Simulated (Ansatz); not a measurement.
This script makes an atomisation energy of B₂FH₃Si, SMILES FB1B[SiH2]1 with Ansatz 0.2.0, Python API.

The script, `b2fh3si_tae.py`:
```python
from collections import Counter
import logging
import sys

import ansatz
from ase import Atoms

logging.basicConfig(stream=sys.stdout, format="%(name)s: %(message)s")
logger = logging.getLogger("ansatz_job")
logger.setLevel(logging.INFO)


def energy(molecule, charge=0, unpaired=0):
    calc = (
        molecule.calculation()
        .basis(gaussian="def2-SVP")
        .functional("r2scan0")
    )
    if charge:
        calc = calc.charge(charge)
    if unpaired:
        calc = calc.spin("collinear", total=unpaired)
    return calc.run(threads=1).report["free_energy_ev"]

atoms = Atoms(["F", "B", "B", "Si", "H", "H", "H"], positions=[
    [-0.6074, -2.3204, 0.9756],
    [-0.2005, -1.022, 0.4186],
    [1.1183, 0.0202, -0.1291],
    [-0.5134, 0.6969, -0.2338],
    [2.3125, 0.1657, -0.2967],
    [-0.9322, 1.684, 0.8073],
    [-1.1161, 0.7076, -1.5876],
])
system = ansatz.Crystal.molecule_from_ase(atoms)

unpaired = {"F": 1, "B": 1, "Si": 2, "H": 1}
counts = Counter(site.symbol for site in system.cartesian_sites)
atom_energy = {s: energy(ansatz.Crystal.molecule().atom(s, (0, 0, 0)), 0, unpaired[s]) for s in counts}
whole = energy(system, 0, 0)
for s, e in atom_energy.items():
    logger.info(f"{s:2s} x{counts[s]}  {e:14.5f} eV")
logger.info(f"B2FH3Si: {whole:.5f} eV")
split = sum(counts[s] * e for s, e in atom_energy.items()) - whole
logger.info(f"atomisation energy (no zero-point term): {split:.3f} eV, {split / sum(counts.values()):.3f} eV an atom")
```

What does it cost to take this molecule apart into atoms?

22.196 eV from the electronic energies, without the zero-point term.

What the script printed:

`python b2fh3si_tae.py` gives:
```text
ansatz_job: F  x1     -2710.06882 eV
ansatz_job: B  x2      -669.63914 eV
ansatz_job: Si x1     -7870.71504 eV
ansatz_job: H  x3       -13.58464 eV
ansatz_job: B2FH3Si: -11983.01233 eV
ansatz_job: atomisation energy (no zero-point term): 22.196 eV, 3.171 eV an atom
```

Caveats:
- Total energies depend on the basis set; only differences at equal settings carry meaning.
- The geometry is a force-field or estimated start, not a minimum of this method, and the basis set is short of its limit. All parts are taken at fixed geometry, without zero-point energy.
- Finished in 6.3 s on 1 thread of Arm Neoverse V1, with other jobs on the host, peak memory 0.22 GiB.

(Lines on the test bed's own set-up are left out of the output.)
